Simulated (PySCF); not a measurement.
# B18P18H12: electronic excitations

Wanted: electronic excitations for B18P18H12.

Computed with PySCF 2.14.0 and routines of our own; the level stands in each step. Atoms count from 0.

## 1. The starting structure

48 atoms, charge 0, multiplicity 1; geometry from: GFN2-xTB.

## 2. Electronic excitations: TDA B3LYP/6-31G*

The job: settings as JSON, then the geometry in Å.

```
{"job": {"kind": "uv", "basis": "6-31G*", "grid": 1, "kgrid": 0, "vcut": 1.5, "nstates": 5, "ntriplets": 2, "tda": true, "delta": ["ip_vertical"], "pop": false, "xc": "B3LYP"}, "charge": 0, "multiplicity": 1}
B      2.961727     0.249114     3.482941
P      2.523972     1.927073     2.859777
B      2.614198     1.027068    -1.887848
P      1.866821     2.640697    -2.484311
B      2.098705     1.949493     1.045505
P      0.633466     2.923340     0.413677
B      1.145380     2.400039     4.001203
P     -0.566538     2.681867     3.391299
B      0.319761     2.663550    -1.404709
P     -1.398511     2.428905    -2.078616
B     -0.779756     2.450442     1.549291
P     -2.318785     1.642258     0.880073
B     -1.486005     2.012802    -3.872710
P     -2.671567     0.742550    -4.484577
B     -1.654462     1.644489     4.455568
P     -3.097401     0.720187     3.772111
B     -2.226431     1.207432    -0.924370
P     -2.948470    -0.408476    -1.537768
B     -2.722887     0.213902     2.027607
P     -2.597575    -1.563495     1.446659
B     -2.515827    -0.702770    -3.323989
P     -2.076239    -2.423015    -3.931138
B     -2.190745    -1.679120    -0.367568
P     -0.974111    -2.962481    -0.987441
B     -1.293285    -2.264354     2.565181
P      0.285473    -2.975347     1.949441
B     -0.612502    -2.735571    -2.800188
P      1.118083    -2.955247    -3.469556
B      0.534716    -2.764430     0.116002
P      2.201947    -2.262901    -0.566035
B      1.604978    -2.268913     3.039601
P      2.970585    -1.234009     2.371002
B      2.091066    -1.799190    -2.365630
P      3.075912    -0.363798    -3.047417
B      2.790909    -0.872574     0.550232
P      3.108507     0.851250    -0.102805
H      3.047021     0.084876     4.639402
H      1.383315     2.266457    -3.734746
H      1.329539     2.348943     5.156577
H     -0.872830     2.639314    -4.651463
H     -2.146049     0.325690    -5.697767
H     -1.422152     1.561134     5.599985
H     -3.188271    -0.422680     4.545355
H     -1.463738    -2.134369    -5.150571
H     -1.402487    -2.099080     3.722709
H      1.051802    -2.278003    -4.684672
H      1.473428    -2.346934     4.201234
H      2.394958    -0.063565    -4.224588
```

Method: TDA B3LYP/6-31G*, vertical, gas phase, core orbitals frozen in the response, virtual orbitals cut by energy.

On the command line:

```console
$ OMP_NUM_THREADS=4 python large_run.py task.json out
```

The driver reads the jobs from task.json and runs them one after another.

The log of the run:

```text
start: PBE on a coarse grid of 52289 points
cycle   1  E = -6595.7315798638  dE =  6.314e+00  |g| = 8.096e-01  |ddm| = 8.704e+00
cycle   2  E = -6594.8178419193  dE =  9.137e-01  |g| = 1.867e+00  |ddm| = 4.751e+00
cycle   3  E = -6595.9305658284  dE = -1.113e+00  |g| = 3.035e-01  |ddm| = 4.193e+00
cycle   4  E = -6595.9449135080  dE = -1.435e-02  |g| = 2.095e-01  |ddm| = 8.924e-01
cycle   5  E = -6595.9606515375  dE = -1.574e-02  |g| = 5.265e-02  |ddm| = 4.465e-01
cycle   6  E = -6595.9615463831  dE = -8.948e-04  |g| = 2.193e-02  |ddm| = 1.328e-01
cycle   7  E = -6595.9616930465  dE = -1.467e-04  |g| = 1.143e-02  |ddm| = 5.956e-02
cycle   8  E = -6595.9617438221  dE = -5.078e-05  |g| = 2.683e-03  |ddm| = 2.552e-02
final grid: 213046 points
cycle   9  E = -6599.1971982130  dE = -1.866e-02  |g| = 1.038e-01  |ddm| = 7.189e-01
cycle  10  E = -6599.1895212542  dE =  7.677e-03  |g| = 1.881e-01  |ddm| = 5.901e-01
cycle  11  E = -6599.2002936725  dE = -1.077e-02  |g| = 3.199e-02  |ddm| = 4.190e-01
cycle  12  E = -6599.2005687487  dE = -2.751e-04  |g| = 1.226e-02  |ddm| = 7.856e-02
cycle  13  E = -6599.2006172905  dE = -4.854e-05  |g| = 3.646e-03  |ddm| = 2.787e-02
cycle  14  E = -6599.2006253219  dE = -8.031e-06  |g| = 8.795e-04  |ddm| = 7.458e-03
cycle  15  E = -6599.2006250415  dE =  2.804e-07  |g| = 6.277e-04  |ddm| = 2.857e-03
cycle  16  E = -6599.2006261687  dE = -1.127e-06  |g| = 1.319e-04  |ddm| = 1.371e-03
cycle  17  E = -6599.2006242199  dE =  1.949e-06  |g| = 4.976e-05  |ddm| = 3.041e-04
converged SCF energy = -6599.2006242199
Vertical ionisation energy (delta-SCF) = 7.1235 eV   <S^2> = 0.760

Static polarisability (au): isotropic 644.119, principal 549.379 592.217 790.762

Singlet excitations
state   eV       nm        f      main configurations
  1   2.0421    607.1   0.00055   H->L 0.90
  2   2.1036    589.4   0.00047   H->L+1 0.91
  3   2.1597    574.1   0.00174   H-1->L 0.85
  4   2.2217    558.1   0.00115   H-1->L+1 0.86
  5   2.3992    516.8   0.00305   H-2->L 0.85

Triplet excitations (Tamm-Dancoff, eV): 1.8602 1.9272
```

It took 9.5 min on 4 threads of Arm Neoverse N1, shared host; peak memory 3.9 GiB.

The orbitals next to the gap, with their largest atomic shares:

```tsv
orbital	eV	atoms
HOMO−4	-6.46	P3 12 %, P15 11 %, P11 10 %
HOMO−3	-6.36	P21 16 %, P1 11 %, P9 10 %
HOMO−2	-6.36	P7 13 %, P35 11 %, P23 11 %
HOMO−1	-6.14	P17 13 %, P23 12 %, P9 12 %
HOMO	-6.05	P11 14 %, P19 13 %, P25 10 %
LUMO	-3.39	B4 12 %, B34 11 %, B0 8 %
LUMO+1	-3.32	B22 12 %, B16 10 %, B18 8 %
LUMO+2	-2.40	B26 10 %, B20 10 %, B30 8 %
LUMO+3	-2.36	B18 14 %, B32 12 %, B6 7 %
```

With each of the 5 states as a Gaussian band of 0.4 eV half-width at 1/e, the curve within the window shown has maxima at 547 nm (ε 250) L/(mol cm). Beyond the last state computed it falls off for lack of states. The curve at chosen wavelengths:

| nm | ε (L/mol/cm) |
| --- | --- |
| 459 | 97 |
| 475 | 139 |
| 491 | 181 |
| 507 | 216 |
| 523 | 241 |
| 539 | 253 |
| 555 | 253 |
| 571 | 244 |
| 587 | 227 |
| 603 | 205 |
| 619 | 181 |
| 635 | 156 |
| 651 | 133 |
| 667 | 111 |
| 683 | 92 |
| 699 | 75 |
| 715 | 61 |
| 731 | 49 |
| 747 | 40 |
| 763 | 32 |
| 779 | 25 |
| 795 | 20 |
| 811 | 16 |
| 827 | 13 |
| 843 | 10 |
| 859 | 8 |

Leading natural transition orbitals of singlet state 5: the hole lies on P7, P23 about 12 % each; 4 P atoms about 8 % each; the particle on B4 12 %; B34 9 %; B2, B8, B10 about 7 % each.

Leading natural transition orbitals of singlet state 1: the hole lies on P5, P11, P31 about 12 % each; P19, P25 about 9 % each; P1, P35 about 7 % each; the particle on B4, B34 about 11 % each; B0, B2, B8 about 6 % each.

Ground-state properties from the same run:

```tsv
property	computed
dipole moment (D)	1.50
polarisability (Å³)	95.45
HOMO–LUMO gap (eV)	2.66
−ε(HOMO) (eV)	6.05
```

Orbitals, density, ELF and potential are computed afterwards from the orbital file.

Frontier orbitals at B3LYP/6-31G*, with the share of their density that lies nearest to each atom:

```tsv
orbital	energy (eV)	lies on
HOMO	-6.05	P11, P19 about 13 % each; P25, P31 about 9 % each; P1, P5 about 7 % each
LUMO	-3.39	B4, B34 about 11 % each; B0, B2, B8 about 6 % each
```

ELF in a plane through or near 8 of the atoms.

Ten even steps from ' ' (0.00) to '@' (1.00):
```
                                                        
                                                        
                      --==..                            
                    ==%%%%**..                          
                    **%%@@##::..      ::##%%++..        
                ....**%%####==::..    **@@@@%%--        
            ::@@@@##**@@++====##**..  **==++##--        
            ##@@@@##****::..++%%++==::##..::**==        
            ::%%@@++::##..  ==..::%%**%%%%++****::      
                  --##++**==##%%--@@--..==....::        
          ..%%##--****::@@==::##----**@@**..            
          **@@@@%%::%%++++++++##    ++--..##**..        
          --@@@@**--++..  ****====--##**::%%##--        
            --==++%%##..  ==::--##==%%##++**--          
                ++%%##--..####++##----==--..            
              ..**%%%%==  ++%%%%==....                  
                ++%%##--    ----                        
                ..==--                                  
                                                        
                                                        
```
The map spans 16.8 Å across and 12.2 Å up, centred on the molecule. Atoms in the plane (x, y in Å): B24 (-2.2, 1.5), B26 (3.1, 0.4), P27 (3.6, -1.4), B28 (0.1, -0.5), P29 (0.6, -2.2), B30 (-2.9, -1.4), H44 (-3.4, 1.7), H46 (-4.0, -1.2).

On the surface of density 0.002 e/bohr³ the electrostatic potential runs, from the 1st to the 99th percentile, from -0.44 V near P3 to 1.06 V near H40.

## 3. Electronic excitations: TDDFT PBE/6-31G*

Settings changed since step 2:

```diff
@@ -1,2 +1,2 @@
-{"job": {"kind": "uv", "basis": "6-31G*", "grid": 1, "kgrid": 0, "vcut": 1.5, "nstates": 5, "ntriplets": 2, "tda": true, "delta": ["ip_vertical"], "pop": false, "xc": "B3LYP"}, "charge": 0, "multiplicity": 1}
+{"job": {"kind": "uv", "basis": "6-31G*", "grid": 1, "kgrid": 0, "vcut": null, "nstates": 5, "ntriplets": 2, "tda": false, "delta": ["ip_vertical"], "pop": false, "xc": "PBE"}, "charge": 0, "multiplicity": 1}
 B      2.961727     0.249114     3.482941
```

Method: TDDFT PBE/6-31G*, vertical, gas phase, core orbitals frozen in the response.

The log of the run:

```text
start: PBE on a coarse grid of 52289 points
cycle   1  E = -6595.7345061397  dE =  6.311e+00  |g| = 8.088e-01  |ddm| = 8.705e+00
cycle   2  E = -6594.8227550829  dE =  9.118e-01  |g| = 1.864e+00  |ddm| = 4.761e+00
cycle   3  E = -6595.9330396728  dE = -1.110e+00  |g| = 3.031e-01  |ddm| = 4.195e+00
cycle   4  E = -6595.9473760148  dE = -1.434e-02  |g| = 2.091e-01  |ddm| = 8.904e-01
cycle   5  E = -6595.9630533360  dE = -1.568e-02  |g| = 5.259e-02  |ddm| = 4.458e-01
cycle   6  E = -6595.9639460634  dE = -8.927e-04  |g| = 2.190e-02  |ddm| = 1.328e-01
cycle   7  E = -6595.9640918064  dE = -1.457e-04  |g| = 1.142e-02  |ddm| = 5.950e-02
cycle   8  E = -6595.9641431192  dE = -5.131e-05  |g| = 2.676e-03  |ddm| = 2.550e-02
final grid: 213046 points
cycle   9  E = -6595.4160025389  dE = -8.619e-05  |g| = 2.569e-02  |ddm| = 1.362e-01
cycle  10  E = -6595.4151501621  dE =  8.524e-04  |g| = 5.609e-02  |ddm| = 1.135e-01
cycle  11  E = -6595.4161608828  dE = -1.011e-03  |g| = 1.384e-02  |ddm| = 1.131e-01
cycle  12  E = -6595.4162221035  dE = -6.122e-05  |g| = 3.801e-03  |ddm| = 3.252e-02
cycle  13  E = -6595.4162262449  dE = -4.141e-06  |g| = 5.884e-04  |ddm| = 7.848e-03
cycle  14  E = -6595.4162221002  dE =  4.145e-06  |g| = 3.274e-04  |ddm| = 1.491e-03
cycle  15  E = -6595.4162260231  dE = -3.923e-06  |g| = 1.128e-04  |ddm| = 8.380e-04
cycle  16  E = -6595.4162272857  dE = -1.263e-06  |g| = 4.155e-05  |ddm| = 2.701e-04
converged SCF energy = -6595.4162272857
Vertical ionisation energy (delta-SCF) = 6.8672 eV   <S^2> = 0.753

Static polarisability (au): isotropic 674.147, principal 572.366 618.207 831.868

Singlet excitations
state   eV       nm        f      main configurations
  1   1.4741    841.1   0.00041   H->L 0.98
  2   1.5424    803.8   0.00023   H->L+1 0.82, H-1->L 0.17
  3   1.5603    794.6   0.00087   H-1->L 0.81, H->L+1 0.16
  4   1.6325    759.5   0.00018   H-1->L+1 0.96
  5   1.7383    713.2   0.00045   H-2->L 0.79, H-3->L 0.15

Triplet excitations (Tamm-Dancoff, eV): 1.3692 1.4433
```

Run time: 2.3 min. Hardware: 4 threads of Arm Neoverse N1, shared host; peak memory 3 GiB.

## 4. What came out

| quantity | value |
| --- | --- |
| lowest singlet (B3LYP/6-31G*) | 2.04 eV (607 nm), f = 0.001 |
| brightest single state of those computed | state 5, 2.40 eV, f = 0.003 |
| lowest triplet | 1.86 eV |
| surface potential, 1st and 99th percentile | -0.44 V and 1.06 V |

What this shows: The lowest singlet, at 2.04 eV, is HOMO→LUMO 0.90 and is dark; of the 5 states computed, the strongest absorption comes from state 5 at 2.40 eV (the last computed, so partners may be missing). The lowest triplet lies 0.18 eV below the lowest singlet. At B3LYP/6-31G*, counted by nearest atom on the grid, the HOMO lies on P11, P19 about 13 % each; P25, P31 about 9 % each, the LUMO on B4, B34 about 11 % each; B0, B2, B8 about 6 % each.
